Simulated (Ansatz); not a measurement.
two structures of AgB2, a comparison of enthalpies under pressure

Run with Ansatz 0.2.0 through its Python package.

`run_transition.py`:
```python
import logging
import sys

import ansatz
import numpy as np

logging.basicConfig(stream=sys.stdout, format="%(name)s: %(message)s")
log = logging.getLogger("calc")
log.setLevel(logging.INFO)

CUTOFF = 510
XC = "pbesol"
K_SPACING = 0.33
OCCUPATIONS = "fermi_dirac"
WIDTH_EV = 0.05


def fluorite(A, B, a):
    return (
        ansatz.Lattice.fcc(a)
        .space_group(225)
        .atom(A, (0, 0, 0))
        .atom(B, (0.25, 0.25, 0.25))
        .primitive()
    )


def cdi2(a_site, b_site, a):
    return (
        ansatz.Lattice.from_parameters(a, a, 1.6 * a, alpha=90, beta=90, gamma=120)
        .space_group(164)
        .atom(a_site, (0, 0, 0))
        .atom(b_site, (1 / 3, 2 / 3, 0.25))
    )


def run_phase(name, crystal, pressure=0.0):
    calc = (
        crystal.calculation()
        .basis(CUTOFF)
        .functional(XC)
        .kpoints(spacing=K_SPACING)
        .occupations(OCCUPATIONS, width=WIDTH_EV)
    )
    calc = calc.relax(force_tolerance=0.02, cell=True, pressure=pressure)
    return calc.run()


def volume_per_atom(outcome):
    return abs(np.linalg.det(outcome.lattice.cell_ang)) / len(outcome.lattice.sites)


def main() -> None:
    phases = {}
    phases["fluorite"] = fluorite("Ag", "B", 5.14)
    phases["CdI2"] = cdi2("Ag", "B", 3.04)

    pressures = [0, 15, 30, 45]
    enthalpy, volume = {name: [] for name in phases}, {name: [] for name in phases}
    for p in pressures:
        for name, crystal in phases.items():
            o = run_phase(name, crystal, pressure=p)
            volume[name].append(volume_per_atom(o))
            enthalpy[name].append(o.report["energy_sigma0_ev"] / len(o.lattice.sites) + p * volume[name][-1] / 160.21766)
    gap = np.array(enthalpy["CdI2"]) - np.array(enthalpy["fluorite"])
    rows = [(p, va, vb, 1000 * d) for p, va, vb, d in zip(pressures, volume["fluorite"], volume["CdI2"], gap)]
    log.info("| P (GPa) | V fluorite (A^3/atom) | V CdI2 (A^3/atom) | H(CdI2) - H(fluorite) (meV/atom) |")
    log.info("| --- | --- | --- | --- |")
    for row in rows:
        log.info(f"| {row[0]:d} | {row[1]:.3f} | {row[2]:.3f} | {row[3]:+.1f} |")
    crossings = [p0 - g0 * (p1 - p0) / (g1 - g0) for p0, p1, g0, g1 in zip(pressures, pressures[1:], gap, gap[1:]) if g0 * g1 < 0]
    print("crossing near", [round(float(p), 1) for p in crossings], "GPa") if crossings else print("no crossing in this range")


if __name__ == "__main__":
    main()
```

```console
$ python run_transition.py
calc: | P (GPa) | V fluorite (A^3/atom) | V CdI2 (A^3/atom) | H(CdI2) - H(fluorite) (meV/atom) |
calc: | --- | --- | --- | --- |
calc: | 0 | 11.097 | 10.304 | -964.5 |
calc: | 15 | 10.333 | 9.525 | -1038.9 |
calc: | 30 | 9.780 | 8.973 | -1114.1 |
calc: | 45 | 9.345 | 8.547 | -1189.3 |
no crossing in this range
```

What to keep in mind:
- At a fixed pressure a relaxation lowers the enthalpy F + PV, while F alone can rise.
- For the metals among these phases the mesh is modest: differences between phases can be off by up to 40 meV an atom.
- Only these two structures are compared, at zero temperature and with their symmetry kept; either may be hypothetical, and another phase may be lower than both. Differences under about 40 meV an atom lie within the error of mesh and functional.
- The cells are prototypes set up for this calculation and needn't exist.
- The whole script took 89 s on 1 thread of Arm Neoverse V1, on a shared host, peak memory 0.42 GiB.

(Lines on the test bed's own set-up are left out of the output.)
